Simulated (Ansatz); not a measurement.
# TiAl: a sublattice displacement scan

Computed with Ansatz 0.2.0 (DFT r2SCAN, scalar-relativistic, plane waves, PAW, unless a step's input says otherwise).

**1. The structure to begin with**

The structure is hexagonal, space group P-6m2 (No. 187). The conventional cell has a = 2.867 Å, b = 2.867 Å, c = 4.678 Å, α = 90.00°, β = 90.00°, γ = 120.00°. Around Ti (site symmetry -6m2) lie 6 Al at 2.87 Å and 6 Ti at 2.87 Å. Al (site symmetry -6m2) has 6 Ti at 2.87 Å and 6 Al at 2.87 Å as nearest neighbours.

As a file:

```
CELL_PARAMETERS angstrom
2.86726 0.00000 0.00000
-1.43363 2.48312 0.00000
0.00000 0.00000 4.67808
ATOMIC_POSITIONS crystal
Ti 0.00000 0.00000 0.00000
Al 0.33333 0.66667 0.50000
```

The structure comes from the Materials Project (structure only). Such an entry need not be the stable form.

**2. Probe: one point on a coarse mesh**

Input file input.yaml:

```yaml
crystal:
  lattice:
    - [2.8672622327, 0.0, 0.0]
    - [-1.4336311163, 2.4831219328, 0.0]
    - [0.0, 0.0, 4.678083]
  atoms:
    - { symbol: Ti, position: [0.0, 0.0, 0.0] }
    - { symbol: Al, position: [0.33333333, 0.66666667, 0.5] }
basis:
  ecutwfc: 500
kpoints:
  mp_grid: { grid: [9, 9, 4] }
hamiltonian:
  xc: r2scan
scf:
  occupations: { method: gaussian, width: 0.1 }
output:
  forces: true
  stress: true
  eigenvalues: true
```

Command:

```console
$ ansatz run input.yaml --threads 1 --pin off --max-ram 1228MiB --backend cpu --events-out ev --progress --plain --runs-dir out
```

Q: Estimate wall time and peak memory on 1 thread of an x86-64 CPU, shared host.

About 2.7 s, with a peak of 0.49 GiB.
